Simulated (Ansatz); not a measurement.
**WO+ (octet): the correlation ladder, def2-QZVPP**

The task here is to estimate one member of a computed series from the others.

The runs use Ansatz 0.2.0, Gaussian basis; def2-QZVPP, core rule «outside noble gas», up to 5 orbitals frozen.

To be run: UHF; ROHF; CCSD(T) on UHF.

### What is computed

The geometry is a PBE0/def2-TZVP stationary point (not a proven minimum) of the parent state, kept for this charge and spin. No spin-orbit coupling is included. Elements past krypton take def2 core potentials.

2 atoms, charge 1, spin multiplicity 8.

Atoms are counted from 1 here; the program's logs count them from 0.

Bond lengths: W1–O2 1.881 Å.

Coordinates:

| atom | x (Å) | y (Å) | z (Å) |
| --- | --- | --- | --- |
| W1 | 0.0000 | 0.0000 | 0.0000 |
| O2 | 0.0000 | 0.0000 | 1.8806 |

The first run:

File in.yaml:

```yaml
crystal:
  periodic: [false, false, false]
  atoms:
    - {symbol: W, position_ang: [0.000000, 0.000000, 0.000000]}
    - {symbol: O, position_ang: [0.000000, 0.000000, 1.880600]}
basis:
  gaussian: {orbitals: "def2-QZVPP.json"}
total_charge: 1
magnetization: {spin_polarized: true, initial_magnetization: 7}
hamiltonian: {xc: hf}
output: {orbitals: {seedname: orbitals}}
```

Launch:

```sh
ansatz run in.yaml --threads 1 --pin off --events-out ev --progress --plain --max-ram 4096MiB --backend cpu
```

Among the steps run: UHF; ROHF; CCSD(T) on UHF.

One of the session's tables, all rows but one given; the rest of the session is left out.

```
  method  from UCCSD(T) (meV)
    ROHF              +7209.6
     UHF              +6889.9
    UMP2               +771.0
   UCCSD                    ?
UCCSD(T)                    0
```

Q: Estimate the row for UCCSD from the others.

As computed: from UCCSD(T) (meV): +175.6. In the column «from UCCSD(T) (meV)» it lies between UCCSD(T) (0) and UMP2 (+771.0).
